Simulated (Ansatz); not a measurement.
# KMo2: the cost of one run

Computed with Ansatz 0.2.0 (DFT PBE, scalar-relativistic, plane waves, PAW, unless a step's input says otherwise).

## Step 1: The structure to begin with

The structure is tetragonal, space group P-4m2 (No. 115). Conventional cell: a = 4.032 Å, b = 4.032 Å, c = 5.702 Å, α = 90.00°, β = 90.00°, γ = 90.00°. K (site symmetry -4m2) is surrounded by 4 Mo at 2.47 Å. Around Mo (site symmetry 2mm) lie 2 K at 2.47 Å.

As a file:

```xyz
3
Lattice="4.0316 0.0000 0.0000 0.0000 4.0316 0.0000 0.0000 0.0000 5.7015" Properties=species:S:1:pos:R:3 pbc="T T T"
K     0.0000    0.0000    0.0000
Mo    2.0158    0.0000    4.2761
Mo    0.0000    2.0158    1.4254
```

The cell is invented: ordered superstructure of diamond with vacancies (P-4m2, No. 115). Lengths come from tabulated atomic sizes and are only a guess.

## Step 2: Probe: one point on a coarse mesh

input.yaml

```yaml
crystal:
  lattice:
    - [4.03159056, 0.0, 0.0]
    - [0.0, 4.03159056, 0.0]
    - [0.0, 0.0, 5.70153005]
  atoms:
    - { symbol: K, position: [0.0, 0.0, 0.0] }
    - { symbol: Mo, position: [0.5, 0.0, 0.75] }
    - { symbol: Mo, position: [0.0, 0.5, 0.25] }
basis:
  ecutwfc: 420
kpoints:
  mp_grid: { grid: [4, 4, 4] }
hamiltonian:
  xc: pbe
scf:
  occupations: { method: gaussian, width: 0.1 }
  lower_state_search: "off"
output:
  forces: true
  stress: true
  eigenvalues: true
```

Started as:

```bash
ansatz run input.yaml --threads 1 --pin off --max-ram 2048MiB --backend cpu --events-out ev --progress --plain --runs-dir out
```

What time and memory should one allow on 1 thread of Arm Neoverse V1, shared host?

About 4.6 s, with a peak of 0.34 GiB.
